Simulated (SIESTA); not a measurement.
**Ba2Tl5V3O12 in SIESTA: the effect of functional**

The system is Ba2Tl5V3O12.

```
Ba V Tl O
1.0
     6.65272    0.04946    0.02017
     2.86070    8.36464    0.00384
     2.68279    2.46936    9.19569
Ba V Tl O
2 3 5 12
Direct
  0.80419 0.04665 0.02264
  0.21205 0.95157 0.34012
  0.74540 0.70796 0.33582
  0.25963 0.26599 0.03225
  0.04074 0.07695 0.66106
  0.25636 0.39847 0.35003
  0.58966 0.34866 0.60553
  0.57327 0.88069 0.66842
  0.74552 0.49664 0.11648
  0.11891 0.64206 0.74303
  0.28433 0.09717 0.54175
  0.85350 0.49575 0.34386
  0.40255 0.20448 0.17282
  0.88414 0.05377 0.55967
  0.14017 0.47956 0.98899
  0.54627 0.73631 0.48712
  0.90594 0.24279 0.73262
  0.61543 0.80058 0.18857
  0.05538 0.16451 0.10164
  0.08209 0.90404 0.80708
  0.44178 0.20123 0.89187
  0.94269 0.80417 0.30862
```

The cell was built by a generator and needn't be a form met in nature.

Alike in all runs:

```yaml
Program: SIESTA 5.4.2
Task: band structure
Basis: DZP (energy shift 0.003 Ry; two zetas on semicore shells; d shell added on Ba)
Grid_cutoff: 800 Ry
Energy_shift: 0.003 Ry
k_mesh: 5 × 4 × 3
Occupations: fermi-dirac, width 0.05 eV
Spin: collinear spin, ferromagnetic start
Starting_moments: "[0.0, 0.0, 2.0, 2.0, 2.0, 0.0, 0.0, 0.0, 0.0, 0.0, 0.0, 0.0, 0.0, 0.0, 0.0, 0.0, 0.0, 0.0, 0.0, 0.0, 0.0, 0.0] μB"
```

```tsv
functional	potentials or basis	gap on the mesh (eV)	pressure (GPa)	largest force (eV/Å)
LDA	PseudoDojo 0.4 standard (LDA files)	2.78	-3.8	0.39
PBEsol	PseudoDojo 0.4 standard (PBEsol files)	2.82	-1.5	0.20
RPBE	PseudoDojo 0.4 standard (PBE files)	2.94	3.0	0.53
BLYP	PseudoDojo 0.4 standard (PBE files)	2.90	3.5	0.77
AM05	PseudoDojo 0.4 standard (PBEsol files)	?	?	?
```

Task: What does the run with functional AM05 give?

Result: gap on the mesh 2.88 eV; pressure -0.9 GPa; largest force 0.19 eV/Å.

Caveats: this set's barium file shifts pressures by up to 1 GPa against other sets; spin-orbit coupling is left out, which as a rule narrows the gap of such compounds by several tenths of an eV; the basis of atomic orbitals isn't converged, which shifts pressures, moduli and gaps; the potentials were made for another functional, which shifts forces and pressure (some runs).

Runs at the PBE level aren't shown here.
